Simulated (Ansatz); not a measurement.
# HfMg3 (I4/mmm) in Ansatz: convergence with wavefunction cutoff

Aim: find how far wavefunction cutoff must go before the results for HfMg3 settle, at r2SCAN. This setting moves, with any that are tied to it; all else stays.

All numbers are computed with Ansatz 0.2.0; they aren't measurements. Logs are shortened: lines on timing, memory, paths and dates and some standing lists are left out, and cuts for length are marked.

## 1. The structure

The structure is tetragonal, space group I4/mmm (No. 139). Conventional cell: a = 4.453 Å, b = 4.453 Å, c = 8.969 Å, α = 90.00°, β = 90.00°, γ = 90.00°. Hf (site symmetry 4/mmm) is surrounded by 12 Mg at 3.15 to 3.16 Å. Mg (site symmetry -4m2) is surrounded by 8 Mg at 3.15 to 3.16 Å and 4 Hf at 3.16 Å. Mg (site symmetry 4/mmm) is surrounded by 4 Hf at 3.15 Å and 8 Mg at 3.16 Å.

The cell comes from a database or a generator and needn't be the stable form of this composition.

## 2. With wavefunction cutoff 200 eV

File input.yaml:

```yaml
crystal:
  lattice:
    - [-2.226353, 2.226353, 4.48462]
    - [2.226353, -2.226353, 4.48462]
    - [2.226353, 2.226353, -4.48462]
  atoms:
    - { symbol: Hf, position: [0.0, 0.0, 0.0] }
    - { symbol: Mg, position: [0.75, 0.25, 0.5] }
    - { symbol: Mg, position: [0.25, 0.75, 0.5] }
    - { symbol: Mg, position: [0.5, 0.5, 0.0] }
hamiltonian:
  xc: r2scan
  pseudopotentials: { kind: paw_fr }
magnetization:
  noncollinear: true
  spin_orbit: true
kpoints:
  mp_grid: { grid: [7, 7, 7] }
scf:
  occupations: { method: cold, width: 0.05 }
output:
  forces: true
  stress: true
  eigenvalues: true
basis:
  ecutwfc: "200 eV"
```

Potentials or basis: Ansatz PAW.

The run is started by

```bash
$ ansatz run input.yaml --threads 2 --pin off --max-ram 5632MiB --backend cpu --events-out ev --progress --plain --runs-dir out
```

Wall time 15 s (2 threads of Arm Neoverse V2, shared host); peak memory 0.6 GiB.

Results:

```
Free energy            : -21473.6201 eV
Pressure               : 0.1 GPa
Band gap on the k mesh : none (metal or under the smearing width)
```

## 3. With wavefunction cutoff 250 eV

input.yaml: that of step 2 with these lines changed.

```diff
@@ -25,2 +25,2 @@
 basis:
-  ecutwfc: "200 eV"
+  ecutwfc: "250 eV"
```

Potentials or basis: Ansatz PAW.

The run is started by

```bash
$ ansatz run input.yaml --threads 2 --pin off --max-ram 5632MiB --backend cpu --events-out ev --progress --plain --runs-dir out
```

Run time: 18 s. Hardware: 2 threads of Arm Neoverse V2, shared host; peak memory 0.67 GiB.

What came out:

```yaml
Free_energy: -21483.6624 eV
Pressure: -0.6 GPa
Band_gap_on_the_k_mesh: none (metal or under the smearing width)
```

## 4. With wavefunction cutoff 300 eV

input.yaml: that of step 3 with these lines changed.

```diff
@@ -25,2 +25,2 @@
 basis:
-  ecutwfc: "250 eV"
+  ecutwfc: "300 eV"
```

The run is started by

```bash
$ ansatz run input.yaml --threads 2 --pin off --max-ram 5632MiB --backend cpu --events-out ev --progress --plain --runs-dir out
```

It took 22 s on 2 threads of Arm Neoverse V2, shared host; peak memory 0.75 GiB.

What came out:

```yaml
Free_energy: -21485.2292 eV
Pressure: -0.8 GPa
Band_gap_on_the_k_mesh: none (metal or under the smearing width)
```

## 5. With wavefunction cutoff 350 eV

input.yaml: that of step 4 with these lines changed.

```diff
@@ -25,2 +25,2 @@
 basis:
-  ecutwfc: "300 eV"
+  ecutwfc: "350 eV"
```

The run is started by

```bash
$ ansatz run input.yaml --threads 2 --pin off --max-ram 5632MiB --backend cpu --events-out ev --progress --plain --runs-dir out
```

Wall time 30 s (2 threads of Arm Neoverse V2, shared host); peak memory 0.87 GiB.

What came out:

| Property | Result |
| --- | --- |
| Free energy | -21485.3991 eV |
| Pressure | -0.7 GPa |
| Band gap on the k mesh | none (metal or under the smearing width) |

## 6. With wavefunction cutoff 400 eV

input.yaml: that of step 5 with these lines changed.

```diff
@@ -25,2 +25,2 @@
 basis:
-  ecutwfc: "350 eV"
+  ecutwfc: "400 eV"
```

Potentials or basis: Ansatz PAW.

The run is started by

```bash
$ ansatz run input.yaml --threads 2 --pin off --max-ram 5632MiB --backend cpu --events-out ev --progress --plain --runs-dir out
```

Wall time 34 s (2 threads of Arm Neoverse V2, shared host); peak memory 0.91 GiB.

The run converged. Its results:

| Quantity | Value |
| --- | --- |
| Free energy | -21485.4109 eV |
| Pressure | -0.7 GPa |
| Band gap on the k mesh | none (metal or under the smearing width) |

## 7. With wavefunction cutoff 450 eV

input.yaml: that of step 6 with these lines changed.

```diff
@@ -25,2 +25,2 @@
 basis:
-  ecutwfc: "400 eV"
+  ecutwfc: "450 eV"
```

The run is started by

```bash
$ ansatz run input.yaml --threads 2 --pin off --max-ram 5632MiB --backend cpu --events-out ev --progress --plain --runs-dir out
```

Run time: 40 s. Hardware: 2 threads of Arm Neoverse V2, shared host; peak memory 1 GiB.

It converged, with:

- Free energy: -21485.4134 eV
- Pressure: -0.7 GPa
- Band gap on the k mesh: none (metal or under the smearing width)

## 8. With wavefunction cutoff 500 eV

input.yaml: that of step 7 with these lines changed.

```diff
@@ -25,2 +25,2 @@
 basis:
-  ecutwfc: "450 eV"
+  ecutwfc: "500 eV"
```

The run is started by

```bash
$ ansatz run input.yaml --threads 2 --pin off --max-ram 5632MiB --backend cpu --events-out ev --progress --plain --runs-dir out
```

It took 46 s on 2 threads of Arm Neoverse V2, shared host; peak memory 1.1 GiB.

Results (log left out):

| Property | Result |
| --- | --- |
| Free energy | -21485.4157 eV |
| Pressure | -0.7 GPa |
| Band gap on the k mesh | none (metal or under the smearing width) |

## 9. With wavefunction cutoff 600 eV

input.yaml: that of step 8 with these lines changed.

```diff
@@ -25,2 +25,2 @@
 basis:
-  ecutwfc: "500 eV"
+  ecutwfc: "600 eV"
```

Potentials or basis: Ansatz PAW.

The run is started by

```bash
$ ansatz run input.yaml --threads 2 --pin off --max-ram 5632MiB --backend cpu --events-out ev --progress --plain --runs-dir out
```

It took 58 s on 2 threads of Arm Neoverse V2, shared host; peak memory 1.3 GiB.

The run converged. Its results:

```
Free energy            : -21485.4198 eV
Pressure               : -0.7 GPa
Band gap on the k mesh : none (metal or under the smearing width)
```

## 10. With wavefunction cutoff 800 eV

input.yaml: that of step 9 with these lines changed.

```diff
@@ -25,2 +25,2 @@
 basis:
-  ecutwfc: "600 eV"
+  ecutwfc: "800 eV"
```

Potentials or basis: Ansatz PAW.

The run is started by

```bash
$ ansatz run input.yaml --threads 2 --pin off --max-ram 5632MiB --backend cpu --events-out ev --progress --plain --runs-dir out
```

The log of the run:

```text
Warning: RAYON_NUM_THREADS=2 ignored (pool sized by the plan → 2); use --threads N
Engine: ansatz 0.2.0, aarch64-unknown-linux-gnu
Pseudopotentials: kind: paw_fr
Pseudopotential: Hf, paw_fr, valence charge 26, recommended cutoff 500 eV (meta_gga), Hf.paw.azcp#standard-fr
Pseudopotential: Mg, paw_fr, valence charge 10, recommended cutoff 500 eV (meta_gga), Mg.paw.azcp#standard-fr
Functional definition: r2SCAN
  parameter k0 = 0.174
  parameter k1 = 0.065
  parameter a1 = 4.9479
  exchange = r2scan_x(k0 = k0, k1 = k1, a1 = a1)
  correlation = r2scan_c
non-collinear run that drives no moment, with spin-orbit: no starting moment large enough to seed its density (crystal.atoms[].spin), no starting occupations that ask for one, no magnetisation constraint and no magnetic field, so the semilocal B_xc is pinned to zero
Crystal: 4 atoms, lattice volume = 88.915 Å³
Basis set: ecut = 800 eV, 4565 PW (Γ), exchange–correlation on 216×216×216 points (64 copies of the dense FFT grid, shifted against one another)
Bands: 68, of which v1, the nominal top of the filled ones, is band 56 counted from 1 (55 counted from 0)
Symmetry: 16 space group operations + 16 with time reversal
Magnetic group: BNS 139.532 (UNI 1192), of the structure as read, at distance tolerance 4.5e-5 Å
k-points: 40 of 343
Projection manifold: j_resolved (fully-relativistic pseudo-atomic orbitals)
Non-local potential: Hf, projectors of the file, l = 0: 3, l = 1: 4, l = 2: 4, l = 3: 6
Non-local potential: Mg, projectors of the file, l = 0: 3, l = 1: 4, l = 2: 2
PAW form: soft (Blöchl's): semilocal exchange-correlation on the pseudo side does not see the compensation charge
PAW frozen core: Hf, regenerated for the run's functional (the file was generated under x = pbe(κ = 0.804, μ = 0.2195149727645171), c = pbe(β = 0.06672455060314922))
[... 22 lines left out ...]
Magnetization: |M| = 0.0000 μB,  M = (+0.0000, +0.0000, +0.0000) μB
Absolute magnetization: 0.0000 μB (∫|m|)
  site 0: m = (+0.0000, +0.0000, +0.0000) μB, |m| = 0.0000 μB  (R = 1.30 Å)
  site 1: m = (+0.0000, +0.0000, +0.0000) μB, |m| = 0.0000 μB  (R = 1.30 Å)
  site 2: m = (+0.0000, +0.0000, +0.0000) μB, |m| = 0.0000 μB  (R = 1.30 Å)
  site 3: m = (+0.0000, +0.0000, +0.0000) μB, |m| = 0.0000 μB  (R = 1.30 Å)
Free energy (F): -21485.422397 eV
Harris-Foulkes:  -21485.422397 eV  (|F-HF|=4.16e-8)
Internal energy: -21485.422602 eV  (E = F + TS)
E sigma→0 (E₀):  -21485.422465 eV
Entropy (-TS):   0.000205 eV (0.051 meV/atom)
Fermi energy:    9.094251 eV
--- Per-component energies (eV) ---
  E_band       = -1262.008095
  E_kinetic    = 645.442497
  E_local      = -11115.067138  (includes V_loc(G=0)·N_el)
  E_nonlocal   = -963.793196
  E_hartree    = 4629.426930
  E_xc         = -361.052556
  E_vxc        = -406.755590  (∫ρ·V_xc dr)
  E_paw        = -7812.095789  (= ΣΔE_a)
  E_vpaw       = 1297.208065  (= ΣTr[D̂ρ^β])
  E_aug_tail   = -0.000001  (compensation charges beyond the density's cutoff)
  E_vtau       = 22.107738  (kinetic-family band-sum trace: ∫τ·v_τ [+ j·A + Jᵃ·Aᵃ] dr)
  E_ewald      = -6508.520093
  E_core_change = 0.236744  (= ΣΔE_core)
  E_smearing   = 0.000205  (= −TS)
  E_closure    = 0.000000  (closes the sum)
  Σ components = -21485.422397   (vs F -21485.422397, Δ=0.00e0)
--- Forces (eV/Å), atoms counted from 1 ---
  atom   1  Hf     0.00000000     0.00000000     0.00000000
  atom   2  Mg     0.00000000     0.00000000     0.00000000
  atom   3  Mg     0.00000000     0.00000000     0.00000000
  atom   4  Mg     0.00000000     0.00000000     0.00000000
  max |Σ_I F_I| component: 1.26e-28 eV/Å
--- Stress (GPa, compression-positive) ---
       -0.025437      -0.000000      -0.000000
       -0.000000      -0.025437       0.000000
        0.000000      -0.000000      -2.093915
  P = ⅓ Tr σ = -0.7149 GPa (-7.149 kbar)
--- Band table (eV; the first three rows and the last of 40) ---
  k-point 0: bands = ["-69.0527", "-69.0527", "-69.0501", "-69.0501", "-69.0145", "-69.0145", "-55.0793", "-55.0793", "-34.3533", "-34.3533", "-34.3435", "-34.3435", "-34.3096", "-34.3096", "-34.0729", "-34.0729", "-34.0558", "-34.0558", "-34.0544", "-34.0544", "-34.0540", "-34.0540", "-34.0284", "-34.0284", "-34.0070", "-34.0070", "-28.7260", "-28.7260", "-21.0235", "-21.0235", "-20.9708", "-20.9708", "-4.5139", "-4.5139", "-4.5020", "-4.5020", "-4.4731", "-4.4731", "-2.7632", "-2.7632", "-2.7564", "-2.7564", "-2.7423", "-2.7423", "-2.7169", "-2.7169", "1.8132", "1.8132", "8.1913", "8.1913", "8.3091", "8.3091", "8.7379", "8.7379", "8.8084", "8.8084", "9.4647", "9.4647", "10.4127", "10.4127", "11.4973", "11.4973", "11.9467", "11.9467", "12.0871", "12.0871", "13.4804", "13.4804"]
  k-point 1: bands = ["-69.0524", "-69.0524", "-69.0503", "-69.0503", "-69.0145", "-69.0145", "-55.0793", "-55.0793", "-34.3523", "-34.3523", "-34.3442", "-34.3442", "-34.3100", "-34.3100", "-34.0714", "-34.0714", "-34.0567", "-34.0567", "-34.0547", "-34.0547", "-34.0538", "-34.0538", "-34.0290", "-34.0290", "-34.0070", "-34.0070", "-28.7265", "-28.7265", "-21.0243", "-21.0243", "-20.9737", "-20.9737", "-4.5139", "-4.5139", "-4.5020", "-4.5020", "-4.4731", "-4.4731", "-2.7631", "-2.7631", "-2.7565", "-2.7565", "-2.7422", "-2.7422", "-2.7170", "-2.7170", "2.1783", "2.1783", "8.1682", "8.1682", "8.1745", "8.1745", "8.2905", "8.2905", "8.4908", "8.4908", "9.4223", "9.4223", "9.9932", "9.9932", "11.5263", "11.5263", "11.7781", "11.7781", "12.0380", "12.0380", "14.0141", "14.0141"]
  k-point 2: bands = ["-69.0519", "-69.0519", "-69.0509", "-69.0509", "-69.0145", "-69.0145", "-55.0792", "-55.0792", "-34.3500", "-34.3500", "-34.3459", "-34.3459", "-34.3110", "-34.3110", "-34.0686", "-34.0686", "-34.0616", "-34.0616", "-34.0535", "-34.0535", "-34.0517", "-34.0517", "-34.0304", "-34.0304", "-34.0069", "-34.0069", "-28.7277", "-28.7277", "-21.0260", "-21.0260", "-20.9797", "-20.9797", "-4.5139", "-4.5139", "-4.5020", "-4.5020", "-4.4731", "-4.4731", "-2.7629", "-2.7629", "-2.7568", "-2.7568", "-2.7420", "-2.7420", "-2.7170", "-2.7170", "3.2354", "3.2354", "7.3766", "7.3766", "7.7843", "7.7843", "7.9583", "7.9583", "8.0859", "8.0859", "8.9070", "8.9070", "9.7693", "9.7693", "10.6942", "10.6942", "11.9887", "11.9887", "12.5277", "12.5277", "13.7324", "13.7324"]
  k-point 39: bands = ["-69.0525", "-69.0525", "-69.0502", "-69.0502", "-69.0145", "-69.0145", "-55.0793", "-55.0793", "-34.3528", "-34.3528", "-34.3421", "-34.3421", "-34.3116", "-34.3116", "-34.0725", "-34.0725", "-34.0545", "-34.0545", "-34.0544", "-34.0544", "-34.0514", "-34.0514", "-34.0324", "-34.0324", "-34.0070", "-34.0070", "-28.7266", "-28.7266", "-21.0261", "-21.0261", "-20.9725", "-20.9725", "-4.5139", "-4.5139", "-4.5020", "-4.5020", "-4.4731", "-4.4731", "-2.7630", "-2.7630", "-2.7567", "-2.7567", "-2.7422", "-2.7422", "-2.7170", "-2.7170", "3.9779", "3.9779", "4.2252", "4.2252", "7.3107", "7.3107", "8.5786", "8.5786", "9.3915", "9.3915", "10.0573", "10.0573", "10.2763", "10.2763", "10.4540", "10.4540", "10.9547", "10.9547", "13.7739", "13.7739", "16.0433", "16.0433"]
```

Run time: 93 s. Hardware: 2 threads of Arm Neoverse V2, shared host; peak memory 1.9 GiB.

Results:

| Quantity | Value |
| --- | --- |
| Free energy | -21485.4224 eV |
| Pressure | -0.7 GPa |
| Band gap on the k mesh | none (metal or under the smearing width) |

## 11. Result

| wavefunction cutoff | energy less the tightest run, at zero smearing (meV/atom) | pressure (GPa) | SCF cycles | CPU time (s) | peak memory (GiB) |
| --- | --- | --- | --- | --- | --- |
| 200 eV | 2950.57 | 0.08 | 9 | 29 | 0.6 |
| 250 eV | 440.01 | -0.65 | 9 | 35 | 0.67 |
| 300 eV | 48.30 | -0.79 | 9 | 44 | 0.75 |
| 350 eV | 5.83 | -0.72 | 9 | 60 | 0.87 |
| 400 eV | 2.88 | -0.71 | 9 | 68 | 0.91 |
| 450 eV | 2.26 | -0.71 | 9 | 80 | 1 |
| 500 eV | 1.67 | -0.71 | 9 | 91 | 1.1 |
| 600 eV | 0.65 | -0.71 | 9 | 120 | 1.3 |
| 800 eV | 0.00 | -0.71 | 9 | 190 | 1.9 |

Against the tightest run, the energy stays within 1 meV/atom from 600 eV on; the pressure stays within 0.1 GPa from 250 eV on. The tightest run that finished is the yardstick and may itself not be fully converged.

Caveats: the PAW data sets come from PBE, with cores solved anew for the run's functional, which leaves a small shift of forces and pressure.
